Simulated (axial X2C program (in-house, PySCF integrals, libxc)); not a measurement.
**GeS: properties at the nuclei**

Wanted for GeS: properties at the nuclei, at the two-component level.

Method: two-component X2C with atomic mean-field terms, Ge dyall-cv3z, S dyall-av3z; program: an in-house X2C program for linear molecules on PySCF integrals.

All values are calculated.

## Step 1: The job

The input, task.json:

```json
{"zs": [32, 16], "q": 0, "bas": ["dyall-cv3z", "dyall-av3z"], "r0": 2.05, "levels": ["PBE0", "HF", "BP86", "B3LYP", "LDA"], "nst": 3}
```

Keys: zs atomic numbers; q charge; bas basis sets; r0 starting distance in Å; levels methods (HF also brings MP2); nst determinants followed.

Started as:

```console
> python soeom.py task.json out
```

After this run come: Expectation values, lowest determinant.

**Question.** What will these runs give? Wanted: lowest determinant; qzz Ge; qzz S; μ.

As calculated:

| quantity | value |
| --- | --- |
| lowest determinant | Ω = 0 (closed shell) |
| qzz Ge (a.u.), PBE0 | -4.42 |
| qzz S (a.u.), PBE0 | -0.33 |
| μ (D), PBE0 | -2.30 |

In words: The expectation values come from single determinants, which for open shells can mix terms of unlike spin or miss the lowest Ω, so a determinant need not be a state. qzz is the electric field gradient, eQq0 = 234.96 MHz × Q/barn × qzz; μ is positive if S is the positive end. The operators were transformed with the bare-nucleus X2C matrices.
